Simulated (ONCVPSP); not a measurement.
# Pseudopotential generation for Cu: ONCV, LDA (Perdew-Wang 92)

Do these settings give a usable potential? It is generated, then checked for transferability, scattering, ghosts and hardness.

The numbers are computed with ONCVPSP 4.0.1.1 (patched build) (LDA (Perdew-Wang 92), scalar-relativistic, spin-unpolarised reference atom).

## 1. Starting point

Typed settings, in words:

```json
{"element": "copper (Cu, Z = 29)", "type": "optimised norm-conserving Vanderbilt (ONCV)", "frozen core": "[Ne] 3s2", "valence charge": "17", "reference configuration": "3p6 3d10 4s0.5 (charge +0.5)", "partial waves": "4s: rc 2.30 bohr, ncon 4, nbas 7, qcut 2.6 1/bohr, 2 projectors, debl 1.5 Ha; 3p: rc 0.80 bohr, ncon 3, nbas 6, qcut 8.7 1/bohr, 2 projectors, debl 1.9 Ha; 3d: rc 1.55 bohr, ncon 4, nbas 9, qcut 10.3 1/bohr, 3 projectors, debl 3.7 Ha; f scattering state at 0.24 Ha: rc 1.85 bohr, ncon 3, nbas 6, qcut 5.8 1/bohr, 2 projectors, debl 1.6 Ha", "local potential": "polynomial inside 0.55 bohr (lpopt 5, dvloc0 0 Ha)", "core correction": "Teter function, fcfact 2.75, rcfact 1.35"}
```

## 2. Generation

The input, Cu.dat:

```
# ATOM AND REFERENCE CONFIGURATION
# atsym  z   nc   nv     iexc    psfile
  Cu 29.00    4    3  -001012      upf
#
#   n    l    f
    1    0    2.00
    2    0    2.00
    2    1    6.00
    3    0    2.00
    3    1    6.00
    3    2   10.00
    4    0    0.50
#
# PSEUDOPOTENTIAL AND OPTIMIZATION
# lmax
    3
#
#   l,   rc,      ep,       ncon, nbas, qcut
    0    2.30    0.00    4    7    2.60
    1    0.80    0.00    3    6    8.70
    2    1.55    0.00    4    9   10.30
    3    1.85    0.24    3    6    5.80
#
# LOCAL POTENTIAL
# lloc, lpopt,  rc(5),   dvloc0
    4    5    0.55    0.00
#
# VANDERBILT-KLEINMAN-BYLANDER PROJECTORs
# l, nproj, debl
    0    2    1.50
    1    2    1.90
    2    3    3.70
    3    2    1.60
#
# MODEL CORE CHARGE
# icmod, fcfact, rcfact
    3    2.75    1.35
#
# LOG DERIVATIVE ANALYSIS
# epsh1, epsh2, depsh
   -4.00    5.00    0.02
#
# OUTPUT GRID
# rlmax, drl
    6.00    0.01
#
# TEST CONFIGURATIONS
# ncnf
    4
# nvcnf
#   n    l    f
    3
    3    1    6.00
    3    2   10.00
    4    0    1.00
#
    3
    3    1    6.00
    3    2   10.00
    4    0    0.00
#
    3
    3    1    6.00
    3    2    9.00
    4    0    0.00
#
    3
    3    1    6.00
    3    2    9.00
    4    0    1.00
#
```

Started as:

```
$ oncvpsp.x < Cu.dat > Cu.out
```

What does the calculation give? Wanted: cutoffs for 1 and 0.1 mHa per electron, occupied waves; bound ghosts; GHOST(+) flags; largest test error; largest phase difference near zero energy, channels read; rms error of d²Exc/dn², without and with the model core; projector energies reset by the program.

As calculated:

| quantity | value |
| --- | --- |
| cutoffs for 1 and 0.1 mHa per electron, occupied waves | 44 Ha and 111 Ha |
| bound ghosts | s at -384.94 eV |
| GHOST(+) flags | s at 102 eV, f at 7 eV |
| largest test error (AE − PS) | +41 meV, for 3p6 3d9 4s1 |
| largest phase difference near zero energy, channels read | 3.141 rad |
| rms error of d²Exc/dn², without and with the model core | 3.75 and 2.46 mHa |
| projector energies reset by the program | p: -2.800, 0.250 Ha |

In words: It has a bound ghost (s), a state that the atom doesn't have, and that rules the file out. By total energies transferability is fair: the largest error is 41 meV on 8.6 eV, for 3p6 3d9 4s1. The potential is hard: the looser tolerance needs 44 Ha. The tighter tolerance needs 111 Ha, and converged work needs a cutoff nearer that. Of the channels read, f scatters worst near zero energy, by up to 3.14 rad. A step near π is an extra or missing state, not a misfit of shape. The pseudo curves have a pole with no partner nearby in the atom's: f at 0.28 Ha. At positive energy that is a spurious or a displaced resonance. The program also flags highly localised states, GHOST(+) (s, f). These are tests on the free atom; a crystal test is still owed.
